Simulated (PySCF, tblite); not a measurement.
# B₂ClH₃O: dynamics, then NMR shifts on frames

Aim: move B₂ClH₃O (`BOBCl`) away from its starting geometry and see how NMR shifts follow the geometry.

Computed with tblite 0.8.0 and PySCF 2.14.0, with density-fitted response routines of our own, on a single molecule in the gas phase. Atoms are numbered from 0 throughout.

## 1. The molecule as given

7 atoms, charge 0, multiplicity 1; geometry from: GFN2-xTB.

Bonds of the start (Å): B0–O1 1.30, O1–B2 1.30, B2–Cl3 1.74, B0–H4 1.18, B0–H5 1.18, B2–H6 1.18.

## 2. Thermal motion with GFN2-xTB

Job settings and geometry (Å):

```
{"job": {"kind": "md", "xc": "GFN2-xTB", "basis": "xTB", "temperature": 600, "steps": 2000, "every": 50, "frames": 5}, "charge": 0, "multiplicity": 1}
B      1.273841    -0.206909    -0.260786
O      0.041479    -0.113366     0.154045
B     -1.185473     0.051237     0.535788
Cl    -1.956036     1.589558     0.266496
H      2.148886     0.070284     0.476257
H      1.480595    -0.581677    -1.357374
H     -1.799959    -0.804224     1.058089
```

Level: GFN2-xTB Langevin dynamics, gas phase.

The run is started by

```console
OMP_NUM_THREADS=1 python probes_run.py task.json out
```

The driver reads the jobs from task.json and runs them one after another.

The program printed:

```text
t/fs     T/K      E/eV
    0.0   485.4   -346.68821
   25.0   360.7   -346.45142
   50.0   541.9   -346.45461
   75.0   621.1   -346.27593
  100.0   577.3   -346.06621
  125.0   706.0   -346.12302
  150.0   766.5   -346.33634
  175.0   558.7   -346.12559
  200.0   718.6   -346.44591
  225.0   428.9   -346.26304
  250.0   677.5   -346.39647
  275.0   725.9   -346.42058
  300.0   506.4   -346.33024
  325.0   389.3   -346.43611
  350.0   443.8   -346.48299
  375.0   510.6   -346.39062
  400.0   604.5   -346.27077
  425.0   511.1   -346.31345
  450.0   502.8   -346.37686
  475.0   452.7   -346.30399
  500.0   519.4   -346.43133
  525.0   632.1   -346.41098
  550.0   532.4   -346.39151
  575.0   489.1   -346.22595
  600.0   639.2   -346.41419
  625.0   793.3   -346.33305
  650.0   761.7   -346.30076
  675.0   558.0   -346.06129
  700.0  1055.8   -346.13783
  725.0   728.9   -346.34444
  750.0   555.2   -346.15229
  775.0   528.7   -346.38852
  800.0   808.1   -346.40182
  825.0   609.6   -346.46656
  850.0   398.3   -346.37399
  875.0   393.6   -346.26552
  900.0   445.1   -346.48574
  925.0   443.2   -346.47073
  950.0   555.8   -346.33422
  975.0   622.4   -346.13769
 1000.0   851.8   -346.28211
```

Run time: 5.4 s. Hardware: 1 thread of Arm Neoverse V1, shared host; peak memory 0.18 GiB.

Distance from the start (root mean square after alignment): 0 fs 0.00 Å, 200 fs 0.15 Å, 400 fs 0.31 Å, 600 fs 0.20 Å, 800 fs 0.14 Å, 1000 fs 0.19 Å.

Positions (Å) and forces (eV/Å) at 1000 fs:

```xyz
7

B    -0.921   -1.304    0.957    0.664    0.677   -0.647
O    -1.850   -0.388    1.150    0.936    1.127    0.581
B    -2.386    0.802    1.334   -0.971   -0.600    0.246
Cl   -4.166    0.625    1.465    0.323    0.480   -0.099
H    -0.398   -1.227   -0.134   -0.313   -0.530    0.451
H    -0.440   -1.986    1.815   -0.572    0.264   -0.275
H    -1.949    1.945    1.516   -0.067   -1.419   -0.257
```

## 3. Nuclear shieldings: 250 fs, PBE0/pcSseg-1

Job settings and geometry (Å):

```
{"job": {"kind": "nmr", "xc": "PBE0", "basis": "pcSseg-1", "pop": false}, "charge": 0, "multiplicity": 1}
B      0.403900    -0.798000     0.228900
O     -0.602800    -0.274000     0.840800
B     -1.761100     0.137900     1.365100
Cl    -2.908200     0.827300     0.291300
H      1.449000    -0.023900     0.182100
H      0.465300    -1.723400    -0.405900
H     -2.028700     0.066200     2.498900
```

With the program's defaults for keys left out, this is: GIAO PBE0/pcSseg-1 NMR shielding, non-relativistic, gas phase.

The program printed:

```text
coarse grid: 6744 points
cycle   1  E = -586.5918093092  dE =  4.621e-01  |g| = 5.565e-01  |ddm| = 2.181e+00
cycle   2  E = -586.4999903508  dE =  9.182e-02  |g| = 9.075e-01  |ddm| = 7.718e-01
cycle   3  E = -586.6463329858  dE = -1.463e-01  |g| = 7.139e-02  |ddm| = 5.049e-01
cycle   4  E = -586.6473070150  dE = -9.740e-04  |g| = 3.120e-02  |ddm| = 9.208e-02
cycle   5  E = -586.6475311838  dE = -2.242e-04  |g| = 3.682e-03  |ddm| = 3.005e-02
cycle   6  E = -586.6475344079  dE = -3.224e-06  |g| = 1.447e-03  |ddm| = 4.558e-03
final grid: 61488 points
cycle   7  E = -586.6792297339  dE = -2.669e-05  |g| = 8.768e-03  |ddm| = 1.546e-02
cycle   8  E = -586.6792104946  dE =  1.924e-05  |g| = 1.386e-02  |ddm| = 1.046e-02
cycle   9  E = -586.6792427232  dE = -3.223e-05  |g| = 6.935e-04  |ddm| = 7.018e-03
cycle  10  E = -586.6792428460  dE = -1.228e-07  |g| = 1.329e-04  |ddm| = 7.919e-04
cycle  11  E = -586.6792428505  dE = -4.430e-09  |g| = 3.859e-05  |ddm| = 1.501e-04
cycle  12  E = -586.6792428508  dE = -2.892e-10  |g| = 1.101e-05  |ddm| = 4.421e-05
converged SCF energy = -586.6792428508

GIAO shielding tensors (ppm)
atom      isotropic    diamagn.    paramagn.     s11        s22        s33       span
  0 B       56.886     197.758    -140.873      5.729     55.587    109.340    103.611
  1 O       27.627     389.651    -362.023    -79.618     36.452    126.048    205.665
  2 B       66.062     192.682    -126.620     31.021     66.062    101.105     70.084
  3 Cl     741.723    1148.438    -406.715    475.337    868.464    881.369    406.032
  4 H       25.058      28.773      -3.715     23.817     24.872     26.485      2.668
  5 H       25.968      30.878      -4.911     23.736     26.622     27.545      3.809
  6 H       26.186      27.354      -1.168     23.632     24.073     30.851      7.220
```

It took 5.4 s on 1 thread of Arm Neoverse V1, shared host; peak memory 0.4 GiB.

Shifts follow as δ = σ(reference) − σ, with reference shieldings (ppm) from runs at the same level and on the same kind of geometry: ¹H TMS 31.72, ¹⁷O H2O 336.1, ¹¹B BF3·OEt2 100.1, ³⁵Cl HCl 950. The references are single molecules in the gas phase, so shifts against H2O, NH3, PH3, H3PO4 or CFCl3 are not on the usual liquid scales and can be off by tens of ppm. Each atom is listed at this fixed geometry, with no averaging over motion; a spectrum would average atoms that exchange fast.

```csv
atoms,environment,σ (ppm),δ (ppm)
H4,hydrogen on a boron bonded to O,25.06,6.66
H5,hydrogen on a boron bonded to O,25.97,5.75
H6,"hydrogen on a boron bonded to Cl, O",26.19,5.53
B0,"boron bonded to O, 2 H",56.9,43.2
B2,"boron bonded to Cl, O, H",66.1,34.0
O1,oxygen bonded to 2 B,27.6,308.5
Cl3,chlorine bonded to B,742,208
```

The fields below are evaluated on a grid from the run's orbitals.

Frontier orbitals at PBE0/pcSseg-1, with the share of their density that lies nearest to each atom:

| orbital | energy (eV) | lies on |
| --- | --- | --- |
| HOMO | -8.46 | H4 39 %; O1 19 %; H5 18 % |
| LUMO | -1.00 | B0, B2 about 27 % each; O1 12 %; H5 11 % |

ELF in a plane through or near 4 of the atoms.

Ten even steps from ' ' (0.00) to '@' (1.00):
```
                                                        
                                                        
                                                        
                                    ......              
                                  ==@@@@@@**::          
                                ..##@@@@@@@@%%          
            ..--::....::--==::  ::%%@@@@@@@@@@..        
          ..--++++--::==######----##@@@@@@@@**          
          ..--++++--::**%%%%%%**::::##@@@@**::          
          ..::++--..++==%%==--%%::%%..====..            
            ::**++::----%%**####--  ==**++----::::      
          ..--####**::--**##**::::**%%%%##%%%%**++::    
          ..--####**::::--==--..::**##++==%%%%##++--    
            ..==++==..          ==####--::%%@@##++--    
              ......          ::**%%%%%%%%%%%%**==..    
                              --**##%%%%%%##++--..      
                              ..--==++++++--::..        
                                ..::----::....          
                                                        
                                                        
```
The map spans 9.4 Å across and 7.8 Å up, centred on the molecule. Atoms in the plane (x, y in Å): B0 (-1.3, 0.0), O1 (-0.1, 0.2), B2 (1.3, 0.2), H6 (1.9, 1.1).

log10 of the density (e/Å³) in the same plane.

Ten even steps from ' ' (-4.0) to '@' (1.8):
```
                                                        
                                                        
                                ..............          
                            ......::::::::::....        
          ......::::..::::::::::------==----::....      
        ..::::::----------------====++++++==--::....    
      ..::::----==========++++==++++******++==::::..    
    ....::--==++++++++++************####**++==--::..    
    ..::::--==++++******######******##****++==--::..    
    ..::--==++****##%%####@@%%####@@##****++==----::..  
    ..::--==++****##%%####%%####**********++++==----..  
    ..::::====++********************######****====--::..
    ....::--==++++++++++++++++++++**########**++==--::..
      ..::----==================++**########**++==--::..
        ..::::----------::----==++****####****++==--::..
          ......::::......::::--==++++****++++==--::....
                ....      ..::----============--::::....
                            ..::------==------::::..    
                              ....::::::::::::..        
                                    ......              
```
The map spans 9.4 Å across and 7.8 Å up, centred on the molecule. Atoms in the plane (x, y in Å): B0 (-1.3, 0.0), O1 (-0.1, 0.2), B2 (1.3, 0.2), H6 (1.9, 1.1).

On the surface of density 0.002 e/bohr³ the electrostatic potential runs, from the 1st to the 99th percentile, from -0.35 V near Cl3 to 1.50 V near B0.

## 4. Shielding tensors: 425 fs, PBE0/pcSseg-1

Job settings and geometry (Å):

```
{"job": {"kind": "nmr", "xc": "PBE0", "basis": "pcSseg-1", "pop": false}, "charge": 0, "multiplicity": 1}
B     -0.130100    -1.247600    -0.129100
O     -1.181300    -0.758800     0.492300
B     -2.060800    -0.448400     1.422900
Cl    -3.612600     0.305100     0.913600
H      0.473300    -0.479100    -0.751000
H      0.013400    -2.511800     0.065500
H     -1.877700    -0.664800     2.599000
```

Level: GIAO PBE0/pcSseg-1 NMR shielding, non-relativistic, gas phase.

The program printed:

```text
coarse grid: 6744 points
cycle   1  E = -586.5897020112  dE =  3.602e-01  |g| = 5.804e-01  |ddm| = 2.143e+00
cycle   2  E = -586.4887775276  dE =  1.009e-01  |g| = 9.490e-01  |ddm| = 8.544e-01
cycle   3  E = -586.6498771120  dE = -1.611e-01  |g| = 7.470e-02  |ddm| = 5.595e-01
cycle   4  E = -586.6509535819  dE = -1.076e-03  |g| = 3.443e-02  |ddm| = 1.021e-01
cycle   5  E = -586.6512332243  dE = -2.796e-04  |g| = 3.789e-03  |ddm| = 3.266e-02
cycle   6  E = -586.6512365318  dE = -3.307e-06  |g| = 1.608e-03  |ddm| = 4.768e-03
final grid: 61488 points
cycle   7  E = -586.6836349921  dE = -2.606e-05  |g| = 8.807e-03  |ddm| = 1.492e-02
cycle   8  E = -586.6836154427  dE =  1.955e-05  |g| = 1.391e-02  |ddm| = 1.093e-02
cycle   9  E = -586.6836480743  dE = -3.263e-05  |g| = 6.837e-04  |ddm| = 7.428e-03
cycle  10  E = -586.6836481928  dE = -1.185e-07  |g| = 1.275e-04  |ddm| = 7.679e-04
cycle  11  E = -586.6836481969  dE = -4.089e-09  |g| = 3.456e-05  |ddm| = 1.372e-04
cycle  12  E = -586.6836481971  dE = -2.466e-10  |g| = 8.244e-06  |ddm| = 3.933e-05
converged SCF energy = -586.6836481971

GIAO shielding tensors (ppm)
atom      isotropic    diamagn.    paramagn.     s11        s22        s33       span
  0 B       56.126     196.135    -140.009      6.409     56.357    105.612     99.202
  1 O       16.218     391.733    -375.516   -122.584    -19.080    190.317    312.900
  2 B       66.227     192.902    -126.675     38.358     62.762     97.561     59.203
  3 Cl     735.199    1147.240    -412.041    443.593    851.538    910.465    466.872
  4 H       26.336      31.167      -4.831     25.473     25.885     27.650      2.177
  5 H       24.992      26.842      -1.850     23.623     24.135     27.217      3.594
  6 H       25.644      27.168      -1.524     22.936     24.194     29.802      6.866
```

Wall time 3 s (1 thread of Arm Neoverse V1, shared host); peak memory 0.4 GiB.

This run: δ B0 43.9, B2 33.8, O1 319.9, Cl3 215, H5 6.73, H6 6.07 ppm.

## 5. NMR shieldings: 625 fs, PBE0/pcSseg-1

Job settings and geometry (Å):

```
{"job": {"kind": "nmr", "xc": "PBE0", "basis": "pcSseg-1", "pop": false}, "charge": 0, "multiplicity": 1}
B     -0.462400    -0.276100    -0.747500
O     -1.291200    -0.091000     0.303700
B     -2.410200    -0.034300     1.029000
Cl    -3.921400     0.635100     0.548000
H      0.192300     0.682600    -1.092700
H     -0.076700    -1.322900    -1.129100
H     -2.186100    -0.417600     2.146400
```

Method: GIAO PBE0/pcSseg-1 NMR shielding, non-relativistic, gas phase.

The program printed:

```text
coarse grid: 6744 points
cycle   1  E = -586.5935738130  dE =  3.813e-01  |g| = 5.669e-01  |ddm| = 2.180e+00
cycle   2  E = -586.4783916433  dE =  1.152e-01  |g| = 9.765e-01  |ddm| = 8.130e-01
cycle   3  E = -586.6506151033  dE = -1.722e-01  |g| = 7.327e-02  |ddm| = 5.489e-01
cycle   4  E = -586.6516444467  dE = -1.029e-03  |g| = 3.285e-02  |ddm| = 9.489e-02
cycle   5  E = -586.6518969931  dE = -2.525e-04  |g| = 3.756e-03  |ddm| = 3.168e-02
cycle   6  E = -586.6519002296  dE = -3.237e-06  |g| = 1.486e-03  |ddm| = 4.575e-03
final grid: 61488 points
cycle   7  E = -586.6822873615  dE = -2.485e-05  |g| = 7.218e-03  |ddm| = 1.315e-02
cycle   8  E = -586.6822739450  dE =  1.342e-05  |g| = 1.141e-02  |ddm| = 8.873e-03
cycle   9  E = -586.6822962555  dE = -2.231e-05  |g| = 8.107e-04  |ddm| = 5.978e-03
cycle  10  E = -586.6822964048  dE = -1.493e-07  |g| = 1.054e-04  |ddm| = 7.911e-04
cycle  11  E = -586.6822964076  dE = -2.825e-09  |g| = 2.590e-05  |ddm| = 1.068e-04
cycle  12  E = -586.6822964077  dE = -1.486e-10  |g| = 7.214e-06  |ddm| = 2.841e-05
converged SCF energy = -586.6822964077

GIAO shielding tensors (ppm)
atom      isotropic    diamagn.    paramagn.     s11        s22        s33       span
  0 B       49.541     197.277    -147.736    -11.677     52.686    107.614    119.291
  1 O       18.127     390.764    -372.638    -93.157      3.158    144.379    237.536
  2 B       65.000     194.501    -129.501     35.102     61.274     98.623     63.521
  3 Cl     766.965    1147.146    -380.181    508.444    880.432    912.020    403.576
  4 H       25.614      30.168      -4.555     25.246     25.517     26.079      0.833
  5 H       25.451      29.663      -4.211     23.935     25.846     26.573      2.638
  6 H       25.832      28.040      -2.208     22.757     25.633     29.106      6.349
```

Run time: 3 s. Hardware: 1 thread of Arm Neoverse V1, shared host; peak memory 0.41 GiB.

In short: δ B0 50.5, B2 35.1, O1 318.0, Cl3 183, H5 6.27, H4 6.10 ppm.

## 6. Nuclear shieldings: 800 fs, PBE0/pcSseg-1

Job settings and geometry (Å):

```
{"job": {"kind": "nmr", "xc": "PBE0", "basis": "pcSseg-1", "pop": false}, "charge": 0, "multiplicity": 1}
B     -0.707000    -0.899700     0.630200
O     -1.537800     0.089800     0.534900
B     -2.633900     0.841100     0.676700
Cl    -4.215400     0.273300     1.009500
H     -0.255100    -1.395600    -0.289300
H     -0.364300    -1.161800     1.653400
H     -2.586900     2.053700     0.796100
```

Method: GIAO PBE0/pcSseg-1 NMR shielding, non-relativistic, gas phase.

The program printed:

```text
coarse grid: 6744 points
cycle   1  E = -586.5924538974  dE =  4.933e-01  |g| = 5.555e-01  |ddm| = 2.203e+00
cycle   2  E = -586.4988831177  dE =  9.357e-02  |g| = 9.117e-01  |ddm| = 7.875e-01
cycle   3  E = -586.6472614671  dE = -1.484e-01  |g| = 7.273e-02  |ddm| = 5.139e-01
cycle   4  E = -586.6482720494  dE = -1.011e-03  |g| = 3.133e-02  |ddm| = 9.253e-02
cycle   5  E = -586.6484943066  dE = -2.223e-04  |g| = 4.053e-03  |ddm| = 3.031e-02
cycle   6  E = -586.6484983902  dE = -4.084e-06  |g| = 1.458e-03  |ddm| = 5.070e-03
final grid: 61488 points
cycle   7  E = -586.6791316820  dE = -2.922e-05  |g| = 8.395e-03  |ddm| = 1.597e-02
cycle   8  E = -586.6791150725  dE =  1.661e-05  |g| = 1.305e-02  |ddm| = 1.020e-02
cycle   9  E = -586.6791438466  dE = -2.877e-05  |g| = 8.447e-04  |ddm| = 6.865e-03
cycle  10  E = -586.6791440205  dE = -1.740e-07  |g| = 1.327e-04  |ddm| = 8.629e-04
cycle  11  E = -586.6791440244  dE = -3.903e-09  |g| = 3.684e-05  |ddm| = 1.219e-04
cycle  12  E = -586.6791440247  dE = -2.799e-10  |g| = 9.626e-06  |ddm| = 3.853e-05
converged SCF energy = -586.6791440247

GIAO shielding tensors (ppm)
atom      isotropic    diamagn.    paramagn.     s11        s22        s33       span
  0 B       54.345     195.909    -141.564     -1.948     53.104    111.881    113.829
  1 O       31.406     388.178    -356.772    -77.236     52.452    119.001    196.237
  2 B       65.559     189.441    -123.882     32.397     61.899    102.382     69.985
  3 Cl     726.191    1146.205    -420.014    442.162    847.861    888.550    446.388
  4 H       26.581      31.144      -4.563     26.079     26.706     26.957      0.878
  5 H       27.044      31.243      -4.199     26.242     26.820     28.070      1.828
  6 H       25.369      27.403      -2.034     22.136     23.050     30.921      8.785
```

Run time: 2.9 s. Hardware: 1 thread of Arm Neoverse V1, shared host; peak memory 0.41 GiB.

Key values: δ B0 45.7, B2 34.5, O1 304.7, Cl3 224, H6 6.35, H4 5.14 ppm.

## 7. NMR shieldings: 1000 fs, PBE0/pcSseg-1

Job settings and geometry (Å):

```
{"job": {"kind": "nmr", "xc": "PBE0", "basis": "pcSseg-1", "pop": false}, "charge": 0, "multiplicity": 1}
B     -0.920900    -1.304500     0.956500
O     -1.849600    -0.387800     1.149700
B     -2.385800     0.802300     1.333900
Cl    -4.166200     0.625400     1.465100
H     -0.397700    -1.226800    -0.134200
H     -0.440100    -1.985500     1.814900
H     -1.949300     1.944600     1.515900
```

With the program's defaults for keys left out, this is: GIAO PBE0/pcSseg-1 NMR shielding, non-relativistic, gas phase.

The program printed:

```text
coarse grid: 6744 points
cycle   1  E = -586.5854457613  dE =  3.717e-01  |g| = 5.738e-01  |ddm| = 2.140e+00
cycle   2  E = -586.4887741331  dE =  9.667e-02  |g| = 9.345e-01  |ddm| = 8.302e-01
cycle   3  E = -586.6455042842  dE = -1.567e-01  |g| = 7.951e-02  |ddm| = 5.247e-01
cycle   4  E = -586.6467671870  dE = -1.263e-03  |g| = 3.367e-02  |ddm| = 1.041e-01
cycle   5  E = -586.6470290656  dE = -2.619e-04  |g| = 4.116e-03  |ddm| = 3.147e-02
cycle   6  E = -586.6470329187  dE = -3.853e-06  |g| = 1.678e-03  |ddm| = 4.985e-03
final grid: 61488 points
cycle   7  E = -586.6797512312  dE = -2.665e-05  |g| = 8.798e-03  |ddm| = 1.493e-02
cycle   8  E = -586.6797318558  dE =  1.938e-05  |g| = 1.387e-02  |ddm| = 1.057e-02
cycle   9  E = -586.6797643662  dE = -3.251e-05  |g| = 7.629e-04  |ddm| = 7.085e-03
cycle  10  E = -586.6797645136  dE = -1.474e-07  |g| = 1.304e-04  |ddm| = 8.091e-04
cycle  11  E = -586.6797645176  dE = -3.992e-09  |g| = 3.537e-05  |ddm| = 1.262e-04
cycle  12  E = -586.6797645179  dE = -2.755e-10  |g| = 9.287e-06  |ddm| = 3.666e-05
converged SCF energy = -586.6797645179

GIAO shielding tensors (ppm)
atom      isotropic    diamagn.    paramagn.     s11        s22        s33       span
  0 B       52.704     199.515    -146.811     -3.526     53.445    108.194    111.720
  1 O       23.406     392.363    -368.957    -94.808     30.177    134.849    229.657
  2 B       67.083     190.580    -123.497     38.396     63.793     99.060     60.663
  3 Cl     701.559    1145.439    -443.881    412.044    808.962    883.670    471.627
  4 H       25.790      31.535      -5.745     24.787     25.306     27.277      2.490
  5 H       25.500      29.025      -3.524     24.709     25.581     26.212      1.503
  6 H       24.845      27.030      -2.186     22.150     22.492     29.892      7.741
```

It took 2.9 s on 1 thread of Arm Neoverse V1, shared host; peak memory 0.41 GiB.

In short: δ B0 47.4, B2 33.0, O1 312.7, Cl3 248, H6 6.87, H5 6.22 ppm.

## 8. Run by run: NMR shifts

Shifts (ppm), with basis size and wall time:

```csv
frame,H4,H5,H6,B0,B2,O1,Cl3,functions,time
250 fs,6.66,5.75,5.53,43.2,34.0,308.5,208,90,5.4 s
425 fs,5.38,6.73,6.07,43.9,33.8,319.9,215,90,3 s
625 fs,6.10,6.27,5.88,50.5,35.1,318.0,183,90,3 s
800 fs,5.14,4.67,6.35,45.7,34.5,304.7,224,90,2.9 s
1000 fs,5.93,6.22,6.87,47.4,33.0,312.7,248,90,2.9 s
```

## 9. Summary of results

```
                                           quantity                 value
                                         thermostat                 600 K
                      mean temperature, second half                 615 K
            mean potential energy above the minimum               0.36 eV
      ¹H shifts against TMS (PBE0/pcSseg-1, 250 fs)  6.66, 5.75, 5.53 ppm
¹¹B shifts against BF3·OEt2 (PBE0/pcSseg-1, 250 fs)        43.2, 34.0 ppm
     ¹⁷O shifts against H2O (PBE0/pcSseg-1, 250 fs)             308.5 ppm
    ³⁵Cl shifts against HCl (PBE0/pcSseg-1, 250 fs)               208 ppm
              surface potential, 1st and 99th percentile    -0.35 V and 1.50 V
                          range of the shift of Cl3        183 to 248 ppm
```

**Reading.** In the second half the potential energy averages 0.36 eV above the minimum; equipartition over 15 harmonic modes at 600 K would give 0.39 eV. With 7 atoms the temperature swings widely (361 to 1056 K). Shifts at one fixed geometry are not the observed spectrum, which averages over the motion. In the first frame run (250 fs): The largest span, 406 ppm, is at Cl3, where the paramagnetic term is -407 ppm. At PBE0/pcSseg-1, counted by nearest atom on the grid, the HOMO lies on H4 39 %; O1 19 %, the LUMO on B0, B2 about 27 % each; O1 12 %. Across the 5 runs the shift of Cl3 moves most, between 183 (625 fs) and 248 ppm (1000 fs).
